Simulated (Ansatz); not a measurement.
**CH₅IOSi: one species, many methods**

How much do the methods differ for CH₅IOSi? The plan is to run it at one geometry with functionals of several rungs and with coupled cluster, and see how far each lands from CCSD(T) at the basis-set limit for the atomisation energy.

The runs use Ansatz 0.2.0, Gaussian basis; functionals in def2-TZVPP, the program's frozen cores in correlated methods.

Levels to be run: PBE-D4, r2SCAN-D4, PBE0-D4, B3LYP-D4, ωB97X-V, ωB97M-V, B2PLYP; CCSD(T)/def2-TZVPP; MP2/def2-QZVPP; extrapolation to the limit.

### Step 1. The geometry

All runs share one geometry, relaxed beforehand with PBE0-D4 in a triple-zeta def2 set. I takes the def2 core potential; no spin-orbit term is included.

SMILES `C[SiH](O)I`, 9 atoms, charge 0, spin multiplicity 1.

Atoms are counted from 1 here; the program's logs count them from 0.

Bond lengths: C1–Si2 1.854 Å, C1–H5 1.092 Å, C1–H6 1.094 Å, C1–H7 1.092 Å, Si2–O3 1.638 Å, Si2–I4 2.460 Å, Si2–H8 1.478 Å, O3–H9 0.958 Å. Angles: Si2–C1–H5 110.3°, Si2–C1–H6 109.8°, Si2–C1–H7 111.2°, H5–C1–H6 108.7°, H5–C1–H7 108.1°, H6–C1–H7 108.7°, C1–Si2–O3 113.4°, C1–Si2–I4 107.8°, C1–Si2–H8 112.6°, O3–Si2–I4 109.6°, O3–Si2–H8 105.7°, I4–Si2–H8 107.6°, Si2–O3–H9 118.4°.

### Step 2. PBE-D4 (GGA)

File in.yaml:

```yaml
crystal:
  periodic: [false, false, false]
  atoms:
    - {symbol: C, position_ang: [-0.504452, 1.067792, -0.246074]}
    - {symbol: Si, position_ang: [-0.065808, -0.655362, 0.279945]}
    - {symbol: O, position_ang: [1.395945, -0.760592, 1.011791]}
    - {symbol: I, position_ang: [-0.091279, -2.081590, -1.724145]}
    - {symbol: H, position_ang: [-1.504583, 1.087216, -0.684715]}
    - {symbol: H, position_ang: [-0.489168, 1.734478, 0.620753]}
    - {symbol: H, position_ang: [0.200311, 1.445193, -0.990099]}
    - {symbol: H, position_ang: [-1.035492, -1.218534, 1.242212]}
    - {symbol: H, position_ang: [2.182927, -0.664800, 0.473132]}
basis:
  gaussian: {orbitals: def2-TZVPP}
hamiltonian: {xc: pbe, dispersion: d4}
output: {forces: true, orbitals: {seedname: orbitals}}
```

Launch:

```sh
$ ansatz run in.yaml --threads 4 --pin off --events-out ev --progress --plain --max-ram 10444MiB
```

After this run come: r2SCAN-D4 (meta-GGA); PBE0-D4 (hybrid); B3LYP-D4 (hybrid); ωB97X-V (range-separated); ωB97M-V (range-separated); B2PLYP (double hybrid); CCSD(T) in def2-TZVPP; MP2 in def2-QZVPP.

Before running them: what should the planned runs give, taken together? Wanted: atomisation energy, CCSD(T)/CBS; farthest; mean size of error, hybrid; mean size of error, range-separated; gap, smallest and largest; T1 diagnostic; triples share of the correlation energy.

**Answer**, as computed:

| quantity | value |
| --- | --- |
| atomisation energy, CCSD(T)/CBS | 3188.5 kJ/mol |
| functionals within 31.9 kJ/mol (1.0 %) | PBE-D4, r2SCAN-D4, ωB97X-V, ωB97M-V |
| farthest | B2PLYP (-61.1 kJ/mol) |
| mean size of error, hybrid | 34.4 kJ/mol |
| mean size of error, range-separated | 16.4 kJ/mol |
| gap, smallest and largest | 5.55 eV (PBE-D4), 11.89 eV (ωB97X-V) |
| T1 diagnostic | 0.0093 |
| triples share of the correlation energy | 2.9 % |

PBE-D4 is off by +6.4 kJ/mol. Double hybrids carry the basis error of their MP2 part in triple zeta, and no dispersion term here, so their miss is partly the set-up's. Misses under about 31.9 kJ/mol are within the doubt on the reference itself, which lacks core-valence correlation, spin-orbit coupling and higher excitations, and its outer-core shells are covered unevenly. All levels share the lack of spin-orbit coupling, which lowers the free heavy atoms and so the true binding. Hartree-Fock recovers 73 % of the binding; the rest is correlation. Orbital gaps span 5.6 to 11.9 eV; exact exchange widens them. Correlated methods include outer-core shells of I, which these sets cover unevenly.
